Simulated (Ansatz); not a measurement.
**C₄H₁₀N₂Si: small, medium and large basis sets**

The task here is to estimate one member of a computed series from the others.

Method: one geometry, several basis sets; program: Ansatz 0.2.0, Gaussian basis.

The runs, in order: PBE0-D4/def2-SVP; ωB97M-V/def2-SVP; PBE0-D4/def2-QZVPP; ωB97M-V/def2-QZVPP; the functionals' def2-TZVPP values are taken from earlier runs.

## The relaxed structure

All runs share one geometry, relaxed beforehand with PBE0-D4 in a triple-zeta def2 set.

SMILES `C=C[Si](N)(N)C=C`, 17 atoms, charge 0, spin multiplicity 1.

Atoms are counted from 1 here; the program's logs count them from 0.

Bond lengths: C1–C2 1.331 Å, C1–H8 1.087 Å, C1–H9 1.087 Å, C2–Si3 1.866 Å, C2–H10 1.090 Å, Si3–N4 1.719 Å, Si3–N5 1.719 Å, Si3–C6 1.866 Å, N4–H11 1.008 Å, N4–H12 1.007 Å, N5–H13 1.007 Å, N5–H14 1.008 Å, C6–C7 1.331 Å, C6–H15 1.091 Å, C7–H16 1.087 Å, C7–H17 1.087 Å. Angles: C2–C1–H8 121.3°, C2–C1–H9 122.4°, H8–C1–H9 116.3°, C1–C2–Si3 124.1°, C1–C2–H10 117.4°, Si3–C2–H10 118.5°, C2–Si3–N4 106.2°, C2–Si3–N5 116.4°, C2–Si3–C6 108.2°, N4–Si3–N5 105.0°, N4–Si3–C6 116.5°, N5–Si3–C6 104.9°, Si3–N4–H11 118.1°, Si3–N4–H12 120.1°, H11–N4–H12 111.0°, Si3–N5–H13 119.3°, Si3–N5–H14 119.7°, H13–N5–H14 111.1° and more.

The first run:

File in.yaml:

```yaml
crystal:
  periodic: [false, false, false]
  atoms:
    - {symbol: C, position_ang: [1.124542, -1.639266, 1.537715]}
    - {symbol: C, position_ang: [0.988324, -0.434902, 0.987930]}
    - {symbol: Si, position_ang: [-0.023771, -0.093039, -0.542512]}
    - {symbol: N, position_ang: [-1.009249, -1.480554, -0.785232]}
    - {symbol: N, position_ang: [0.850225, 0.095565, -2.010784]}
    - {symbol: C, position_ang: [-0.915116, 1.528650, -0.301114]}
    - {symbol: C, position_ang: [-1.018281, 2.161652, 0.865101]}
    - {symbol: H, position_ang: [0.619771, -2.508659, 1.125191]}
    - {symbol: H, position_ang: [1.748078, -1.814422, 2.410879]}
    - {symbol: H, position_ang: [1.537188, 0.389652, 1.443515]}
    - {symbol: H, position_ang: [-1.484372, -1.575829, -1.668708]}
    - {symbol: H, position_ang: [-1.573078, -1.837807, -0.030920]}
    - {symbol: H, position_ang: [1.205265, 1.004418, -2.259406]}
    - {symbol: H, position_ang: [1.474666, -0.633494, -2.317543]}
    - {symbol: H, position_ang: [-1.416780, 1.974532, -1.161177]}
    - {symbol: H, position_ang: [-0.552905, 1.773995, 1.767636]}
    - {symbol: H, position_ang: [-1.573607, 3.089108, 0.979630]}
basis:
  gaussian: {orbitals: def2-SVP}
hamiltonian: {xc: pbe0, dispersion: d4}
output: {orbitals: {seedname: orbitals}}
```

Run with:

```console
$ ansatz run in.yaml --threads 8 --pin off --events-out ev --progress --plain --max-ram 20889MiB
```

Among the steps run: PBE0-D4 in def2-SVP; ωB97M-V in def2-SVP; PBE0-D4 in def2-QZVPP; ωB97M-V in def2-QZVPP.

One table of the session follows, with a row left open; its other results are not shown here.

It belongs to the step «Density functionals: the series». 

```
functional       basis  HOMO (eV)  LUMO (eV)
   PBE0-D4    def2-SVP      -6.85      -0.08
   PBE0-D4  def2-TZVPP          ?          ?
   PBE0-D4  def2-QZVPP      -7.12      -0.41
   ωB97M-V    def2-SVP      -9.17       2.06
   ωB97M-V  def2-TZVPP      -9.39       1.70
   ωB97M-V  def2-QZVPP      -9.43       1.55
```

Q: Estimate the row for PBE0-D4, def2-TZVPP from the others.

As computed: HOMO (eV): -7.07; LUMO (eV): -0.34. In the column «HOMO (eV)» it lies between PBE0-D4, def2-QZVPP (-7.12) and PBE0-D4, def2-SVP (-6.85).
